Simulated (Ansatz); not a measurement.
# Molecular dynamics of Be

Input file:

```yaml
accuracy: low
crystal:
  lattice:
    - [7.197627, 0.0, 0.0]
    - [-3.598814, 6.233328, 0.0]
    - [0.0, 0.0, 7.519121]
  atoms:
    - { symbol: Be, position: [0.00941, -0.02151873, -0.0059037] }
    - { symbol: Be, position: [0.11074598, 0.23215467, 0.31295504] }
    - { symbol: Be, position: [0.07626962, 0.00294748, 0.51119008] }
    - { symbol: Be, position: [0.07218929, 0.18338088, 0.74519034] }
    - { symbol: Be, position: [-0.00192082, 0.31146747, -0.02611811] }
    - { symbol: Be, position: [0.10057391, 0.49581591, 0.23641098] }
    - { symbol: Be, position: [0.00227371, 0.33842317, 0.49096982] }
    - { symbol: Be, position: [0.11271862, 0.56008445, 0.76671426] }
    - { symbol: Be, position: [0.04019197, 0.66355711, 0.03922876] }
    - { symbol: Be, position: [0.11036799, 0.82205411, 0.28697406] }
    - { symbol: Be, position: [0.06354618, 0.68629227, 0.51041691] }
    - { symbol: Be, position: [0.10321521, 0.84086643, 0.75516486] }
    - { symbol: Be, position: [0.31775781, -0.00048753, 0.01613964] }
    - { symbol: Be, position: [0.48002526, 0.27126651, 0.26428855] }
    - { symbol: Be, position: [0.40495909, 0.05679227, 0.47092558] }
    - { symbol: Be, position: [0.47311993, 0.22676364, 0.76679485] }
    - { symbol: Be, position: [0.29551456, 0.27828389, -0.006681] }
    - { symbol: Be, position: [0.45488799, 0.55229973, 0.25886506] }
    - { symbol: Be, position: [0.33064065, 0.28374725, 0.50176264] }
    - { symbol: Be, position: [0.44554053, 0.49800084, 0.81557931] }
    - { symbol: Be, position: [0.3153537, 0.59303845, 0.05333921] }
    - { symbol: Be, position: [0.40551833, 0.84680397, 0.26931649] }
    - { symbol: Be, position: [0.34974329, 0.62480362, 0.52491236] }
    - { symbol: Be, position: [0.45986047, 0.89537061, 0.72971514] }
    - { symbol: Be, position: [0.64432023, -0.00311094, 0.03550514] }
    - { symbol: Be, position: [0.76829336, 0.20670172, 0.27524962] }
    - { symbol: Be, position: [0.67109776, -0.03728644, 0.51145189] }
    - { symbol: Be, position: [0.78369792, 0.23137822, 0.75652386] }
    - { symbol: Be, position: [0.67817331, 0.316816, -0.0236458] }
    - { symbol: Be, position: [0.78436232, 0.53884833, 0.28166713] }
    - { symbol: Be, position: [0.70845133, 0.34432922, 0.51075491] }
    - { symbol: Be, position: [0.74515594, 0.56279485, 0.75305076] }
    - { symbol: Be, position: [0.71582316, 0.64031351, 0.03985762] }
    - { symbol: Be, position: [0.78572959, 0.8824852, 0.29164327] }
    - { symbol: Be, position: [0.64997911, 0.64120393, 0.53303251] }
    - { symbol: Be, position: [0.75676902, 0.84928477, 0.79939294] }
basis:
  ecutwfc: 420.0
kpoints:
  mp_grid: { grid: [2, 2, 2] }
hamiltonian:
  xc: lda
scf:
  occupations: { method: fermi_dirac, width: 0.17 }
  lower_state_search: "off"
md:
  timestep: 1
  n_steps: 80
  ensemble: npt_langevin
  temperature: 1400.0
  initial_velocities: maxwell_boltzmann
  seed: 452219
  friction: 0.01
  pressure: 10.0
  fix_cell: [shape]
```

Launched with:

```bash
$ ansatz run input.yaml --threads 1 --pin off --max-ram 3072MiB --backend cpu --events-out ev --progress --plain --runs-dir out
```

It goes on from the last frame of an earlier run, with new velocities.

Output, in part (step lines):

```
md step     0: t =     0.00 fs  T =  1361.1 K  F+E_penalty+E_count = -3163.21980836 eV  E_kin = 6.333740 eV  conserved = -3136.53282153 eV  P_inst = -9.4165 GPa  V = 337.3466 Å³  selection 1  (6 SCF iters)
md step     1: t =     1.00 fs  T =  1329.5 K  F+E_penalty+E_count = -3163.18980472 eV  E_kin = 6.186537 eV  conserved = -3136.53283062 eV  P_inst = -9.3522 GPa  V = 337.2677 Å³  selection 1  (6 SCF iters)
md step     2: t =     2.00 fs  T =  1377.3 K  F+E_penalty+E_count = -3163.18819027 eV  E_kin = 6.409118 eV  conserved = -3136.53283174 eV  P_inst = -9.1515 GPa  V = 337.0241 Å³  selection 1  (6 SCF iters)
md step     3: t =     3.00 fs  T =  1410.3 K  F+E_penalty+E_count = -3163.21618288 eV  E_kin = 6.562803 eV  conserved = -3136.53299779 eV  P_inst = -8.9657 GPa  V = 336.6647 Å³  selection 1  (6 SCF iters)
md step     4: t =     4.00 fs  T =  1368.2 K  F+E_penalty+E_count = -3163.27696237 eV  E_kin = 6.366561 eV  conserved = -3136.53241934 eV  P_inst = -8.9005 GPa  V = 336.2154 Å³  selection 1  (6 SCF iters)
md step     5: t =     5.00 fs  T =  1364.9 K  F+E_penalty+E_count = -3163.37728106 eV  E_kin = 6.351300 eV  conserved = -3136.53242868 eV  P_inst = -8.7769 GPa  V = 335.6261 Å³  selection 1  (5 SCF iters)
md step     6: t =     6.00 fs  T =  1431.7 K  F+E_penalty+E_count = -3163.51245063 eV  E_kin = 6.662310 eV  conserved = -3136.53310947 eV  P_inst = -8.5468 GPa  V = 334.9133 Å³  selection 1  (5 SCF iters)
md step     7: t =     7.00 fs  T =  1441.6 K  F+E_penalty+E_count = -3163.68369523 eV  E_kin = 6.708362 eV  conserved = -3136.53380481 eV  P_inst = -8.4125 GPa  V = 334.1001 Å³  selection 1  (5 SCF iters)
[... lines left out ...]
```

The steps, from the saved trajectory:

```
time (fs)  T (K)  potential energy less start (eV)  conserved less start (meV/atom)  P (GPa)  volume (Å³)
      0.0   1361                             0.000                             0.00     -9.4        337.3
      2.0   1377                             0.032                             0.00     -9.2        337.0
      4.0   1368                            -0.057                             0.01     -8.9        336.2
      6.0   1432                            -0.293                            -0.01     -8.5        334.9
      8.0   1480                            -0.662                            -0.05     -8.2        333.2
     10.0   1534                            -1.057                            -0.08     -7.9        331.2
     12.0   1545                            -1.387                            -0.10     -7.6        329.1
     14.0   1518                            -1.596                            -0.09     -7.1        326.5
     16.0   1524                            -1.702                            -0.09     -6.3        323.5
     18.0   1481                            -1.691                            -0.07     -5.4        320.3
     20.0   1501                            -1.685                            -0.05     -4.4        316.9
     22.0   1581                            -1.761                            -0.06     -3.2        313.5
     24.0   1570                            -1.855                            -0.06     -2.2        309.9
     26.0   1570                            -2.053                            -0.07     -1.1        306.1
     28.0   1593                            -2.356                            -0.10      0.0        302.2
     30.0   1657                            -2.648                            -0.10      1.2        298.3
     32.0   1680                            -2.890                            -0.08      2.4        294.4
     34.0   1721                            -3.186                            -0.08      3.7        290.6
     36.0   1676                            -3.488                            -0.08      4.8        287.0
     38.0   1656                            -3.723                            -0.05      6.1        283.4
     40.0   1690                            -3.905                            -0.06      7.6        279.9
     42.0   1767                            -4.071                            -0.10      9.3        276.4
     44.0   1783                            -4.055                            -0.10     11.2        272.9
     46.0   1905                            -3.923                            -0.13     13.3        269.6
     48.0   1973                            -3.734                            -0.13     15.4        266.4
     50.0   1978                            -3.515                            -0.08     17.3        263.4
     52.0   2064                            -3.358                            -0.06     19.3        260.5
     54.0   2088                            -3.211                            -0.05     21.0        257.9
     56.0   2083                            -3.116                            -0.04     22.5        255.5
     58.0   2039                            -3.061                            -0.05     23.8        253.3
     60.0   2076                            -3.074                            -0.06     25.0        251.3
     62.0   2107                            -3.062                            -0.12     26.0        249.8
     64.0   2264                            -2.995                            -0.21     27.2        248.4
     66.0   2312                            -2.757                            -0.21     28.2        247.3
     68.0   2137                            -2.348                            -0.11     28.7        246.5
     70.0   2063                            -1.815                            -0.04     29.2        246.0
     72.0   2014                            -1.448                             0.00     29.5        245.8
     74.0   1973                            -1.257                             0.04     29.4        245.8
     76.0   1903                            -1.387                             0.03     28.7        246.2
     78.0   1879                            -1.707                            -0.05     27.9        246.7
     80.0   1861                            -2.045                            -0.12     27.0        247.3
```

All steps were run. The conserved energy stayed within 0.21 meV per atom of its start (net change -0.12 meV per atom), so the integration is sound. The mean temperature of the second half is 43 % above the set value. A run of 0.08 ps of so small a system gives no equilibrium averages. Limits of this set-up: coarse k mesh, low accuracy level. The cell's volume went from 337 to 247 Å³.

Mean squared displacements from the first frame to the last, about the centre of mass, the cell's change included: Be 0.25 Å².

Last frame:

```xyz
36
Lattice="6.4903 0.0000 0.0000 -3.2451 5.6207 0.0000 0.0000 0.0000 6.7802" Properties=species:S:1:pos:R:3
Be 0.294 0.014 0.050
Be 0.253 1.076 1.789
Be 0.461 0.125 3.512
Be 0.288 1.429 5.129
Be -0.757 1.598 0.147
Be -0.958 2.644 1.850
Be -1.207 1.739 3.547
Be -0.977 3.070 5.163
Be -1.770 3.694 0.006
Be -2.041 4.704 1.679
Be -2.032 3.514 3.441
Be -1.805 4.666 5.102
Be 2.306 -0.273 0.004
Be 2.299 1.167 1.722
Be 2.604 -0.097 3.226
Be 2.231 1.174 4.986
Be 1.314 1.830 0.344
Be 1.530 3.245 1.933
Be 1.287 2.025 3.542
Be 1.364 2.920 5.171
Be 0.405 3.277 0.042
Be 0.085 4.550 1.621
Be -0.107 3.584 3.543
Be 0.590 4.651 5.248
Be 4.642 -0.101 0.266
Be 4.289 1.120 1.716
Be 4.411 -0.210 3.387
Be 4.511 1.231 5.118
Be 3.470 1.592 -0.037
Be 3.398 3.008 1.750
Be 3.216 1.871 3.258
Be 3.381 3.156 5.217
Be 2.673 3.752 0.068
Be 2.530 4.901 1.853
Be 2.381 3.826 3.559
Be 2.614 5.064 4.975
```

The run took 9.2 min on 1 thread of Intel(R) Xeon(R) Platinum 8259CL CPU @ 2.50GHz (Skylake/Cascade Lake), on a shared host, peak memory 0.94 GiB.
